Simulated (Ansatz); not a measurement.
# AlCdO2: from a guess to a relaxed structure, part 2 of 3

Aim: relax a trial structure of AlCdO2 and see where it ends.

Ansatz 0.2.0; DFT PBE, scalar-relativistic, plane waves, PAW. The steps go on from the part before.

## Step 4: Rough relaxation on the coarse mesh

Input file input.yaml:

```yaml
crystal:
  lattice:
    - [1.61059061, 0.92987492, 5.26336444]
    - [-1.61059061, 0.92987492, 5.26336444]
    - [0.0, -1.85974985, 5.26336444]
  atoms:
    - { symbol: Al, position: [0.5, 0.5, 0.5] }
    - { symbol: Cd, position: [0.0, 0.0, 0.0] }
    - { symbol: O, position: [0.76847876, 0.76847876, 0.76847876] }
    - { symbol: O, position: [0.23152124, 0.23152124, 0.23152124] }
basis:
  ecutwfc: 420
kpoints:
  mp_grid: { grid: [6, 6, 6] }
hamiltonian:
  xc: pbe
scf:
  occupations: { method: gaussian, width: 0.1 }
  lower_state_search: "off"
output:
  forces: true
  stress: true
  eigenvalues: true
relax:
  adjacent_minimum: "off"
  f_tol: 0.04
  max_steps: 70
  cell: { stress_tol: 0.4 }
```

The run is started by

```
$ ansatz run input.yaml --threads 1 --pin off --max-ram 2048MiB --backend cpu --events-out ev --progress --plain --runs-dir out
```

The log of the run:

```text
Warning: RAYON_NUM_THREADS=1 ignored (pool sized by the plan → 1); use --threads N
basis.fft_grid_basis auto: the FFT boxes are laid along the combinations [[1, 0, -1], [0, 1, -1], [0, 0, 1]] of the cell's own vectors, 3.221, 3.221 and 5.582 Å long. The dense box has 24×24×40 points. Along the cell's own vectors, as sized, it would have 40×40×40, 2.78 times as many. Of the 12 symmetry operations that the crystal satisfies within crystal.symmetry.tolerance (time reversal apart; of a slab, those that keep its plane) the dense box along the cell's own vectors carries 12, and the one as laid loses 8 of those. basis.fft_grid_basis: typed keeps the cell's own vectors: state it where this run's energies or levels are differenced outside the engine with another run's, or held beside a run that keeps those vectors.
Engine: ansatz 0.2.0, x86_64-unknown-linux-gnu
Pseudopotentials: kind: paw
Pseudopotential: Al, paw, valence charge 3, recommended cutoff 420 eV (normal), Al.paw.azcp
Pseudopotential: Cd, paw, valence charge 20, recommended cutoff 420 eV (normal), Cd.paw.azcp
Pseudopotential: O, paw, valence charge 6, recommended cutoff 420 eV (normal), O.paw.azcp
Functional definition: PBE
  parameter kappa = 0.804
  parameter beta = 0.06672455060314922
  exchange = pbe_x(kappa = kappa, mu = beta*pi^2/3)
  correlation = pbe_c(beta = beta)
Crystal: 4 atoms, lattice volume = 47.296 Å³
Basis set: ecut = 420 eV, 923 PW (Γ), FFT grids on a1−a3, a2−a3, a3, exchange–correlation on 48×48×80 points (8 copies of the dense FFT grid, shifted against one another)
Bands: 22, of which v1, the nominal top of the filled ones, is band 18 counted from 1 (17 counted from 0)
Symmetry: 12 space group operations
Space group: R-3m (ITA 166), of the structure as read, at distance tolerance 3.6e-5 Å
k-points: 32 of 216
Non-local potential: Al, projectors of the file, l = 0: 2, l = 1: 2, l = 2: 1
Non-local potential: Cd, projectors of the file, l = 0: 3, l = 1: 2, l = 2: 2, l = 3: 1
Non-local potential: O, projectors of the file, l = 0: 2, l = 1: 2, l = 2: 1
PAW form: soft (Blöchl's): semilocal exchange-correlation on the pseudo side does not see the compensation charge
PAW one-centre angular grid: Al, 110 points (default); XC on 64 Gauss nodes
PAW one-centre angular grid: Cd, 590 points (default); XC on 64 Gauss nodes
PAW one-centre angular grid: O, 110 points (default); XC on 64 Gauss nodes
Initial density: superposition of atomic densities (neutral atoms: chi_scale 0, normalization atom), corrected by the library's trained network
Initial wavefunctions: pseudopotential atomic-orbital guess
Functional: x = pbe(κ = 0.804, μ = 0.2195149727645171), c = pbe(β = 0.06672455060314922)
SCF iter   1: F=—  HF=-9927.785958 eV  |F-HF|=—  |Δ(HF+E_count)|=         —  Δρ=8.22e-3  dr2=3.12e-2  ethr=1.77e-3  ⟨swp⟩=5.0  Hψ=2857  notcnv=0
preconditioner: auto → none  [insulator: Δε(μ)=0.169 eV  Ē_g=13.434 eV  σ=0.100 eV  W_gap=0.75  n_scr=16 (ndim 8)  ℏωp=28.1 eV  f_vac=0.000  D(μ)=0.47/eV (n_scr^D=2)  ε∞_Penn≈5.4]
SCF iter   2: F=—  HF=-9927.779399 eV  |F-HF|=—  |Δ(HF+E_count)|=   6.56e-3  Δρ=2.02e-3  dr2=1.80e-3  ethr=8.91e-5  ⟨swp⟩=2.0  Hψ=1101  notcnv=0  defer=1
SCF iter   3: F=—  HF=-9927.779273 eV  |F-HF|=—  |Δ(HF+E_count)|=   1.27e-4  Δρ=5.77e-4  dr2=1.26e-4  ethr=5.15e-6  ⟨swp⟩=2.9  Hψ=1254  notcnv=0  defer=1
SCF iter   4: F=—  HF=-9927.779289 eV  |F-HF|=—  |Δ(HF+E_count)|=   1.62e-5  Δρ=2.56e-4  dr2=2.01e-5  ethr=3.60e-7  ⟨swp⟩=2.0  Hψ=1064  notcnv=0  defer=1
SCF iter   5: F=—  HF=-9927.779303 eV  |F-HF|=—  |Δ(HF+E_count)|=   1.41e-5  Δρ=3.31e-5  dr2=1.93e-7  ethr=5.73e-8  ⟨swp⟩=2.0  Hψ=1158  notcnv=0  defer=1
SCF iter   6: F=-9927.779303 eV  HF=-9927.779303 eV  |F-HF|=2.22e-9  |Δ(HF+E_count)|=   1.94e-7  Δρ=6.27e-6  dr2=1.56e-8  ethr=2.86e-10  ⟨swp⟩=5.6  Hψ=2915  notcnv=0
SCF 1 converged in 6 iterations: F = -9927.779303 eV  dr2 = 1.56e-8
relax step   1: F+E_penalty+E_count = -9927.77930322 eV  Δ(F+E_penalty+E_count) = +0.000e0 eV  max|allowed force component| = 2.253e0 eV/Å  Δτ_max = 0.0000 Å  P = -2.800 GPa  Ω = 47.296 Å³  (6 SCF iters, dr2 threshold 1.00e-7 eV, accepted)
Crystal: 4 atoms, lattice volume = 48.074 Å³
Basis set: ecut = 420 eV, 943 PW (Γ), FFT grids on a1−a3, a2−a3, a3, exchange–correlation on 48×48×80 points (8 copies of the dense FFT grid, shifted against one another)
Initial density: handed on by an earlier stage of this run
Initial wavefunctions: those handed on with the density
iter 1 solved again at ethr=9.00e-5 eV; its pass at ethr=3.10e-3 eV (dr2=3.15e-2 eV) is discarded
SCF iter   1: F=—  HF=-9928.484690 eV  |F-HF|=—  |Δ(HF+E_count)|=         —  Δρ=1.19e-2  dr2=3.17e-2  ethr=9.00e-5  ⟨swp⟩=1.0  Hψ=3788  notcnv=0
preconditioner: auto → none  [insulator: Δε(μ)=0.128 eV  Ē_g=13.584 eV  σ=0.100 eV  W_gap=0.63  n_scr=16 (ndim 8)  ℏωp=27.8 eV  f_vac=0.000  D(μ)=0.43/eV (n_scr^D=2)  ε∞_Penn≈5.2]
SCF iter   2: F=—  HF=-9928.477592 eV  |F-HF|=—  |Δ(HF+E_count)|=   7.10e-3  Δρ=4.12e-3  dr2=2.57e-3  ethr=9.00e-5  ⟨swp⟩=2.0  Hψ=924  notcnv=0
SCF iter   3: F=—  HF=-9928.477966 eV  |F-HF|=—  |Δ(HF+E_count)|=   3.74e-4  Δρ=1.11e-3  dr2=1.66e-4  ethr=7.34e-6  ⟨swp⟩=2.2  Hψ=1140  notcnv=0
SCF iter   4: F=—  HF=-9928.478028 eV  |F-HF|=—  |Δ(HF+E_count)|=   6.16e-5  Δρ=2.23e-4  dr2=1.17e-5  ethr=4.75e-7  ⟨swp⟩=2.4  Hψ=1226  notcnv=0
SCF iter   5: F=—  HF=-9928.478029 eV  |F-HF|=—  |Δ(HF+E_count)|=   1.32e-6  Δρ=7.20e-5  dr2=1.49e-6  ethr=3.34e-8  ⟨swp⟩=2.0  Hψ=1239  notcnv=0
SCF iter   6: F=-9928.478029 eV  HF=-9928.478029 eV  |F-HF|=1.04e-8  |Δ(HF+E_count)|=   3.53e-8  Δρ=1.37e-5  dr2=5.16e-8  ethr=1.14e-9  ⟨swp⟩=5.1  Hψ=2948  notcnv=0
SCF 2 converged in 6 iterations: F = -9928.478029 eV  dr2 = 5.16e-8
relax step   2: F+E_penalty+E_count = -9928.47802893 eV  Δ(F+E_penalty+E_count) = -6.987e-1 eV  max|allowed force component| = 1.309e0 eV/Å  Δτ_max = 0.1004 Å  P = -6.914 GPa  Ω = 48.074 Å³  energy of the carried Pulay correction = -2.584e-3 eV  (6 SCF iters, dr2 threshold 4.00e-7 eV, accepted)
Crystal: 4 atoms, lattice volume = 45.222 Å³
Basis set: ecut = 420 eV, 841 PW (Γ), FFT grids on a1−a3, a2−a3, a3, exchange–correlation on 48×48×80 points (8 copies of the dense FFT grid, shifted against one another)
iter 1 solved again at ethr=2.34e-4 eV; its pass at ethr=3.10e-3 eV (dr2=8.19e-2 eV) is discarded
SCF iter   1: F=—  HF=-9929.163261 eV  |F-HF|=—  |Δ(HF+E_count)|=         —  Δρ=1.66e-2  dr2=8.22e-2  ethr=2.34e-4  ⟨swp⟩=1.0  Hψ=4371  notcnv=0
preconditioner: auto → Kerker (q_TF=auto, 2.614 Å⁻¹)  [metal: Δε(μ)=0.077 eV  Ē_g=14.462 eV  σ=0.100 eV  W_gap=0.41  n_scr=16 (ndim 8)  ℏωp=28.7 eV  f_vac=0.000  D(μ)=0.60/eV (n_scr^D=2)]
SCF iter   2: F=—  HF=-9929.143562 eV  |F-HF|=—  |Δ(HF+E_count)|=   1.97e-2  Δρ=5.90e-3  dr2=1.25e-2  ethr=2.34e-4  ⟨swp⟩=2.0  Hψ=1121  notcnv=0
SCF iter   3: F=—  HF=-9929.142791 eV  |F-HF|=—  |Δ(HF+E_count)|=   7.72e-4  Δρ=2.99e-3  dr2=5.31e-3  ethr=3.57e-5  ⟨swp⟩=1.0  Hψ=704  notcnv=0
SCF iter   4: F=—  HF=-9929.142338 eV  |F-HF|=—  |Δ(HF+E_count)|=   4.53e-4  Δρ=7.36e-4  dr2=8.67e-4  ethr=1.52e-5  ⟨swp⟩=2.0  Hψ=1138  notcnv=0
SCF iter   5: F=—  HF=-9929.142164 eV  |F-HF|=—  |Δ(HF+E_count)|=   1.74e-4  Δρ=2.84e-4  dr2=8.04e-5  ethr=2.48e-6  ⟨swp⟩=2.0  Hψ=1008  notcnv=0
SCF iter   6: F=—  HF=-9929.142135 eV  |F-HF|=—  |Δ(HF+E_count)|=   2.83e-5  Δρ=1.43e-4  dr2=1.53e-5  ethr=2.30e-7  ⟨swp⟩=2.4  Hψ=1256  notcnv=0
SCF iter   7: F=—  HF=-9929.142132 eV  |F-HF|=—  |Δ(HF+E_count)|=   3.51e-6  Δρ=3.91e-5  dr2=1.15e-6  ethr=4.38e-8  ⟨swp⟩=2.1  Hψ=1082  notcnv=0
SCF iter   8: F=-9929.142132 eV  HF=-9929.142132 eV  |F-HF|=1.79e-8  |Δ(HF+E_count)|=   5.38e-8  Δρ=1.10e-5  dr2=6.51e-8  ethr=1.14e-9  ⟨swp⟩=5.7  Hψ=2863  notcnv=0
SCF 3 converged in 8 iterations: F = -9929.142132 eV  dr2 = 6.51e-8
relax step   3: F+E_penalty+E_count = -9929.14213185 eV  Δ(F+E_penalty+E_count) = -6.641e-1 eV  max|allowed force component| = 6.107e-1 eV/Å  Δτ_max = 0.1093 Å  P = +3.082 GPa  Ω = 45.222 Å³  energy of the carried Pulay correction = +7.101e-3 eV  (8 SCF iters, dr2 threshold 4.00e-7 eV, accepted)
[... 12 lines left out ...]
relax step   4: F+E_penalty+E_count = -9929.35947649 eV  Δ(F+E_penalty+E_count) = -2.173e-1 eV  max|allowed force component| = 2.899e-1 eV/Å  Δτ_max = 0.0072 Å  P = +1.004 GPa  Ω = 45.471 Å³  energy of the carried Pulay correction = +6.231e-3 eV  (7 SCF iters, dr2 threshold 4.00e-7 eV, accepted)
[... 12 lines left out ...]
relax step   5: F+E_penalty+E_count = -9929.39871127 eV  Δ(F+E_penalty+E_count) = -3.923e-2 eV  max|allowed force component| = 7.131e-2 eV/Å  Δτ_max = 0.0099 Å  P = +0.404 GPa  Ω = 45.310 Å³  energy of the carried Pulay correction = +6.790e-3 eV  (6 SCF iters, dr2 threshold 4.00e-7 eV, accepted)
[... 13 lines left out ...]
relax step   6: F+E_penalty+E_count = -9929.40030280 eV  Δ(F+E_penalty+E_count) = -1.592e-3 eV  max|allowed force component| = 1.243e-3 eV/Å  Δτ_max = 0.0029 Å  P = +0.048 GPa  Ω = 45.476 Å³  energy of the carried Pulay correction = +6.214e-3 eV  (6 SCF iters, dr2 threshold 4.00e-7 eV, accepted)
[... 11 lines left out ...]
relax step   7: F+E_penalty+E_count = -9929.47932385 eV  Δ(F+E_penalty+E_count) = -7.902e-2 eV  max|allowed force component| = 9.834e-4 eV/Å  Δτ_max = 0.0000 Å  P = +1.949 GPa  Ω = 45.476 Å³  stress off target by 5.53e0 GPa  SCF on the basis re-selected at this cell (its energy is not comparable with the rows above)  (6 SCF iters)
[... 12 lines left out ...]
relax step   8: F+E_penalty+E_count = -9929.49320479 eV  Δ(F+E_penalty+E_count) = -1.388e-2 eV  max|allowed force component| = 2.655e-2 eV/Å  Δτ_max = 0.0063 Å  P = +0.226 GPa  Ω = 46.097 Å³  energy of the carried Pulay correction = -2.335e-3 eV  (6 SCF iters, dr2 threshold 4.00e-7 eV, accepted)
[... 12 lines left out ...]
relax step   9: F+E_penalty+E_count = -9929.49353766 eV  Δ(F+E_penalty+E_count) = -3.329e-4 eV  max|allowed force component| = 5.396e-3 eV/Å  Δτ_max = 0.0037 Å  P = -0.025 GPa  Ω = 46.252 Å³  energy of the carried Pulay correction = -2.923e-3 eV  (6 SCF iters, dr2 threshold 4.00e-7 eV, accepted)
iter 1 solved again at ethr=6.24e-8 eV; its pass at ethr=3.10e-3 eV (dr2=2.19e-5 eV) is discarded
SCF iter   1: F=—  HF=-9929.497136 eV  |F-HF|=—  |Δ(HF+E_count)|=         —  Δρ=2.41e-4  dr2=3.35e-6  ethr=6.24e-8  ⟨swp⟩=3.0  Hψ=4677  notcnv=0
preconditioner: auto → none  [insulator: Δε(μ)=0.161 eV  Ē_g=14.647 eV  σ=0.100 eV  W_gap=0.57  n_scr=16 (ndim 8)  ℏωp=28.4 eV  f_vac=0.000  D(μ)=0.83/eV (n_scr^D=2)  ε∞_Penn≈4.8]
SCF iter   2: F=—  HF=-9929.497194 eV  |F-HF|=—  |Δ(HF+E_count)|=   5.74e-5  Δρ=1.13e-4  dr2=5.96e-7  ethr=9.58e-9  ⟨swp⟩=2.0  Hψ=961  notcnv=0
SCF iter   3: F=—  HF=-9929.497202 eV  |F-HF|=—  |Δ(HF+E_count)|=   8.66e-6  Δρ=1.65e-5  dr2=3.02e-8  ethr=1.70e-9  ⟨swp⟩=2.0  Hψ=1139  notcnv=0
SCF iter   4: F=—  HF=-9929.497203 eV  |F-HF|=—  |Δ(HF+E_count)|=   1.62e-7  Δρ=4.04e-6  dr2=4.68e-9  ethr=8.64e-11  ⟨swp⟩=2.0  Hψ=1225  notcnv=0
iter 5 did not close the SCF: its close was put off for the readings that it lacked (scf_convergence_deferred on its scf_iter line)
SCF iter   5: F=-9929.497203 eV  HF=-9929.497203 eV  |F-HF|=2.04e-10  |Δ(HF+E_count)|=  9.80e-10  Δρ=9.29e-7  dr2=1.18e-10  ethr=1.34e-11  ⟨swp⟩=2.2  Hψ=1236  notcnv=0
SCF iter   6: F=-9929.497203 eV  HF=-9929.497203 eV  |F-HF|=0.00e0  |Δ(HF+E_count)|=  2.18e-10  Δρ=1.27e-7  dr2=3.10e-12  ethr=1.00e-12  ⟨swp⟩=1.6  Hψ=2034  notcnv=0
SCF 10 converged in 6 iterations: F = -9929.497203 eV  dr2 = 3.10e-12
relax step  10: F+E_penalty+E_count = -9929.49720266 eV  Δ(F+E_penalty+E_count) = -3.665e-3 eV  max|allowed force component| = 5.482e-3 eV/Å  Δτ_max = 0.0000 Å  P = +0.103 GPa  Ω = 46.252 Å³  stress off target by 1.79e-1 GPa  SCF on the basis re-selected at this cell (its energy is not comparable with the rows above)  (6 SCF iters)
basis re-selected at this cell: Δ(F+E_penalty+E_count) = -3.665e-3 eV, ΔP = +0.128 GPa vs the last step (what re-selecting the basis moved, of the pressure what is left beyond the Pulay correction that the steps carried, after the strain that the cell walked since its last selection, with what the two solves' SCF thresholds leave and, on support functions, any second-order correction that the steps lacked; it is no measure of the basis error at this ecutwfc). This SCF's stress stands 1.79e-1 GPa from its target on what of the cell is left free (relax.cell.stress_tol is 4.00e-1 GPa) and its largest allowed force component is 5.48e-3 eV/Å (relax.f_tol is 4.00e-2 eV/Å): within both
SCF converged after 6 iterations
Free energy (F): -9929.497203 eV
Harris-Foulkes:  -9929.497203 eV  (|F-HF|=0.00e0)
Internal energy: -9929.493075 eV  (E = F + TS)
E sigma→0 (E₀):  -9929.495139 eV
Entropy (-TS):   -0.004128 eV (-1.032 meV/atom)
Fermi energy:    11.246887 eV
--- Per-component energies (eV) ---
  E_band       = -395.168122
  E_kinetic    = 885.631852
  E_local      = -4113.492942  (includes V_loc(G=0)·N_el)
  E_nonlocal   = 138.156642
  E_hartree    = 1876.384300
  E_xc         = -366.561398
  E_vxc        = -442.369052  (∫ρ·V_xc dr)
  E_paw        = -4867.069008  (= ΣΔE_a)
  E_vpaw       = -615.868187  (= ΣTr[D̂ρ^β])
  E_aug_tail   = 0.004963  (compensation charges beyond the density's cutoff)
  E_ewald      = -3482.547485
  E_smearing   = -0.004128  (= −TS)
  E_closure    = 0.000000  (closes the sum)
  Σ components = -9929.497203   (vs F -9929.497203, Δ=0.00e0)
--- Forces (eV/Å), atoms counted from 1 ---
  atom   1  Al    -0.00000000    -0.00000000     0.00000000
  atom   2  Cd    -0.00000000     0.00000000     0.00000000
  atom   3  O      0.00000000     0.00000000    -0.00548246
  atom   4  O      0.00000000    -0.00000000     0.00548246
  max |Σ_I F_I| component: 1.19e-31 eV/Å
--- Stress (GPa, compression-positive) ---
        0.064655       0.000000       0.000000
        0.000000       0.064655      -0.000000
        0.000000      -0.000000       0.179290
  P = ⅓ Tr σ = 0.1029 GPa (1.029 kbar)
--- Band table (eV; the first three rows and the last of 32) ---
  k-point 0: bands = ["-91.3046", "-52.3890", "-52.3890", "-52.2610", "-8.2356", "-6.2788", "1.8133", "2.3723", "2.3723", "3.2825", "3.2825", "4.0970", "8.4556", "8.8548", "8.9652", "8.9652", "9.7454", "9.7454", "16.3000", "17.6564", "20.0796", "25.0619"]
  k-point 1: bands = ["-91.3031", "-52.4068", "-52.3936", "-52.2591", "-7.9255", "-6.1693", "2.0307", "2.3901", "2.6462", "3.0246", "3.2318", "4.5686", "7.2366", "7.7343", "8.6668", "9.4658", "9.6485", "10.1380", "16.6850", "18.6780", "21.0142", "22.8897"]
  k-point 2: bands = ["-91.3000", "-52.4425", "-52.4028", "-52.2552", "-7.1645", "-6.0048", "1.7481", "2.5234", "2.9712", "3.1304", "3.2400", "5.3738", "6.1504", "6.5146", "8.1846", "9.3870", "9.3892", "11.0619", "17.3040", "18.2118", "19.6675", "21.5667"]
  k-point 31: bands = ["-91.3046", "-52.3890", "-52.3890", "-52.2610", "-8.2077", "-6.3343", "1.8326", "2.3725", "2.3725", "3.2834", "3.2834", "5.1750", "5.7357", "8.9353", "8.9353", "9.7750", "9.7750", "11.3915", "14.3302", "18.6988", "20.4173", "25.3815"]
--- Relaxed structure (8 steps of the walk, 8 accepted, 2 SCFs on fresh bases) ---
  F+E_penalty+E_count = -9929.49720266 eV   max|allowed force component| = 5.482e-3 eV/Å   (the final SCF, on the basis selected at the relaxed cell)
  cell:  # Å, volume = 46.2519 Å³
    - [1.4545947825602192, 0.8398106872747629, 6.310368980368242]
    - [-1.4545947825602192, 0.8398106872747629, 6.310368980368242]
    - [4.74984394075983e-34, -1.6796213805441405, 6.310368979570453]
  atoms:
    - { symbol: Al, position: [0.5, 0.5, 0.5000000000000001] }
    - { symbol: Cd, position: [4.051143143120617e-19, 4.0511431431206118e-19, 4.0511431229989257e-19] }
    - { symbol: O, position: [0.7814871811909796, 0.7814871811909796, 0.7814871811909796] }
    - { symbol: O, position: [0.21851281880902068, 0.21851281880902068, 0.21851281880902074] }
```

Run time: 28 s. Hardware: 1 thread of Intel Xeon Platinum 8259CL at 2.50GHz (Skylake/Cascade Lake), shared host; peak memory 0.41 GiB.

Step by step:

| step | E - E(step 1) (eV/cell) | largest force component (eV/Å) | pressure (GPa) | volume (Å³) |
| --- | --- | --- | --- | --- |
| 1 | 0.0000 | 2.2535 | -2.80 | 47.30 |
| 2 | -0.6987 | 1.3089 | -6.91 | 48.07 |
| 3 | -1.3628 | 0.6107 | 3.08 | 45.22 |
| 4 | -1.5802 | 0.2899 | 1.00 | 45.47 |
| 5 | -1.6194 | 0.0713 | 0.40 | 45.31 |
| 6 | -1.6210 | 0.0012 | 0.05 | 45.48 |
| 7 | -1.7000 | 0.0010 | 1.95 | 45.48 |
| 8 | -1.7139 | 0.0265 | 0.23 | 46.10 |
| 9 | -1.7142 | 0.0054 | -0.03 | 46.25 |
| 10 | -1.7179 | 0.0055 | 0.10 | 46.25 |

Step 1 is the start. Steps 7, 10 each repeat the geometry before them on a plane-wave basis chosen anew, so the energy can jump there without any move.

Lengths and angles in the start's conventional setting:

|  | before | after | change |
| --- | --- | --- | --- |
| a (Å) | 3.221 | 2.909 | -9.7 % |
| b (Å) | 3.221 | 2.909 | -9.7 % |
| c (Å) | 15.790 | 18.931 | +19.9 % |
| volume (Å³/atom) | 11.82 | 11.56 | -2.2 % |
| shortest distance (Å) | 2.123 | 1.945 | -8.4 % |
| space group (0.01 Å) | R-3m | R-3m | same |

Forces and stress were held to the start's 12 operations: a distortion of lower symmetry was not tested.

## Step 5: Spin check on a coarse mesh

Input file input.yaml:

```yaml
crystal:
  lattice:
    - [1.4545947826, 0.8398106893, 6.3103689801]
    - [-1.4545947826, 0.8398106893, 6.3103689801]
    - [0.0, -1.6796213785, 6.3103689801]
  atoms:
    - { symbol: Al, position: [0.5, 0.5, 0.5] }
    - { symbol: Cd, position: [0.0, 0.0, 0.0] }
    - { symbol: O, position: [0.7814871812, 0.7814871812, 0.7814871812], spin: 1.0 }
    - { symbol: O, position: [0.2185128188, 0.2185128188, 0.2185128188], spin: 1.0 }
basis:
  ecutwfc: 420
kpoints:
  mp_grid: { grid: [6, 6, 6] }
hamiltonian:
  xc: pbe
scf:
  occupations: { method: gaussian, width: 0.1 }
  lower_state_search: "off"
output:
  forces: true
  stress: true
  eigenvalues: true
  populations: true
magnetization:
  spin_polarized: true
```

The run is started by

```
$ ansatz run input.yaml --threads 1 --pin off --max-ram 2048MiB --backend cpu --events-out ev --progress --plain --runs-dir out
```

The log of the run (excerpt; [...] marks lines left out):

```text
[...]
SCF converged after 16 iterations
Magnetization: -0.0000 μB (17.5000 up, 17.5000 down)
Absolute magnetization: 0.0000 μB (∫|ρ↑−ρ↓|, with the PAW one-centre terms)
Spin contamination: 0.0000 ħ² per cell (⟨S²⟩ above its minimum at these occupations)
[...]
        0.000000       0.064618       0.000000
       -0.000000       0.000000       0.179256
  P = ⅓ Tr σ = 0.1028 GPa (1.028 kbar)
--- Band table (eV; the first three rows and the last of 64) ---
[... band rows left out ...]
[...]
--- Löwdin populations: 4 sites ---
  site symbol       q [e]    m [muB]
     0     Al      1.8811     0.0000
     1     Cd     19.0475     0.0000
     2      O      6.8838    -0.0000
     3      O      6.8838    -0.0000
  spilling = 0.008681 (of n_electrons = 35.000000)
```

Run time: 7.8 s. Hardware: 1 thread of Intel Xeon Platinum 8259CL at 2.50GHz (Skylake/Cascade Lake), shared host; peak memory 0.4 GiB.

Per atom:

```
atom  Löwdin electrons
 Al1              1.88
 Cd2             19.05
  O3              6.88
  O4              6.88
```

The Löwdin counts miss 0.30 of the 35 electrons, which the atomic orbitals do not span, so they are no charges.

The same cell is solved with trial moments on O. The largest site moment that stays is 0.00 μB and the cell's total 0.00 μB. The workflow keeps spin only above 0.25 μB on a site, so the next run goes without spin.

[end of part 2 of 3]
